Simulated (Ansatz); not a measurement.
# Ge2 (quintet): wave-function methods side by side, cc-pVTZ

An exercise on one series of results from a longer session: the logs are not shown, and one member is left open.

Computed with Ansatz 0.2.0, Gaussian basis. Level: cc-pVTZ, core rule «outside noble gas», up to 28 orbitals frozen.

The runs, in order: UHF; CCSD(T) on ROHF; CCSD(T) on UHF; BCCD(T) on ROHF; CISD; CCSDT(Q) on ROHF; CCSDT(Q) on UHF; CASSCF and MRCISD+Q, 8 electrons in 8 orbitals; CASSCF and NEVPT2, 8 electrons in 8 orbitals.

18 further runs of the same task are left out: 9 that didn't finish, 9 set aside as unsound or not needed.

## What is computed

The geometry is a PBE0/def2-TZVP stationary point (not a proven minimum) of the parent state, kept for this charge and spin. No spin-orbit coupling is included. The filled d shell of Ge may be among the frozen orbitals whatever the setting's name suggests; the logs give the count.

2 atoms, charge 0, spin multiplicity 5.

Atoms are counted from 1 here; the program's logs count them from 0.

Bond lengths: Ge1–Ge2 2.383 Å.

Set-up of the first run:

File in.yaml:

```yaml
crystal:
  periodic: [false, false, false]
  atoms:
    - {symbol: Ge, position_ang: [0.000000, 0.000000, 0.000000]}
    - {symbol: Ge, position_ang: [0.000000, 0.000000, 2.383102]}
basis:
  gaussian: {orbitals: cc-pVTZ}
magnetization: {spin_polarized: true, initial_magnetization: 4}
hamiltonian: {xc: hf}
output: {orbitals: {seedname: orbitals}}
```

Started as:

```
> ansatz run in.yaml --threads 1 --pin off --events-out ev --progress --plain --max-ram 2393MiB
```

Among the steps run: UHF; CCSD(T) on ROHF; CCSD(T) on UHF; BCCD(T) on ROHF; CISD; CCSDT(Q) on ROHF; CCSDT(Q) on UHF; CASSCF and MRCISD+Q, 8 electrons in 8 orbitals; CASSCF and NEVPT2, 8 electrons in 8 orbitals.

One of the session's tables, all rows but one given; the rest of the session is left out.

| method | from RCCSDT(Q) (kJ/mol) |
| --- | --- |
| ROHF | +435.1 |
| UHF | +423.9 |
| RMP2 | ? |
| UMP2 | +86.8 |
| CISD | +39.3 |
| RCCSD | +26.3 |
| UCCSD | +23.7 |
| RCCSD(T) | +4.8 |
| UCCSD(T) | +2.6 |
| BCCD(T) | +4.8 |
| RCCSDT | +1.3 |
| UCCSDT | -1.0 |
| RCCSDT(Q) | 0 |
| UCCSDT(Q) | -2.3 |
| CASSCF valence | +338.5 |
| NEVPT2 valence | +71.2 |
| MRCISD valence | +28.2 |
| MRCISD+Q valence | +1.9 |

**Question.** Estimate the row for RMP2.

**Answer.** from RCCSDT(Q) (kJ/mol): +85.9. In the column «from RCCSDT(Q) (kJ/mol)» it lies between NEVPT2 valence (+71.2) and UMP2 (+86.8).

Caveats from the session: Restricted and unrestricted rows rest on different reference determinants; where their highest levels disagree by more than a few hundredths of an eV, they describe different states and don't form one ladder.
